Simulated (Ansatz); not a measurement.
The system is La3Hf.

```
Hf La
1.0
     5.04513    0.00000    0.00000
     0.00000    5.04513    0.00000
     0.00000    0.00000    5.04513
Hf La
1 3
Direct
  0.00000 0.00000 0.00000
  0.50000 0.50000 0.00000
  0.50000 0.00000 0.50000
  0.00000 0.50000 0.50000
```

The cell comes from a database or a generator and needn't be the stable form of this composition.

```yaml
Program: Ansatz 0.2.0
Task: relaxation of cell and atoms
Functional: RPBE
Potentials_or_basis: Ansatz PAW
Cutoff: "420 eV (not typed: the program's choice for these potentials)"
k_mesh: 5 × 5 × 5
Occupations: fermi-dirac, width 0.05 eV
Spin: no spin polarisation
```

At the start: volume 32.10 Å³/atom.

How do energy, volume and symmetry change on relaxing?

It ends after 3 steps and the volume is 33.46 Å³/atom (+4.2 %); space group Pm-3m (No. 221, to 0.05 Å).

The path:
| step | energy change (eV) | largest force (eV/Å) | volume (Å³) |
| --- | --- | --- | --- |
| 1 | 0.0000 | 0.0000 | 128.42 |
| 2 | -0.0246 | 0.0000 | 133.85 |
| 3 | -0.0249 | 0.0000 | 133.85 |

Final structure:
```xyz
4
Lattice="5.1153 0.0000 0.0000 0.0000 5.1153 0.0000 0.0000 0.0000 5.1153" Properties=species:S:1:pos:R:3 pbc="T T T"
Hf    0.0000    0.0000    0.0000
La    2.5577    2.5577    0.0000
La    2.5577    0.0000    2.5577
La    0.0000    2.5577    2.5577
```

Caveat: the plane-wave basis is chosen anew once the cell has moved, so the energies of steps on either side of that aren't comparable; the PAW data sets come from PBE, with cores solved anew for the run's functional, which leaves a small shift of forces and pressure.
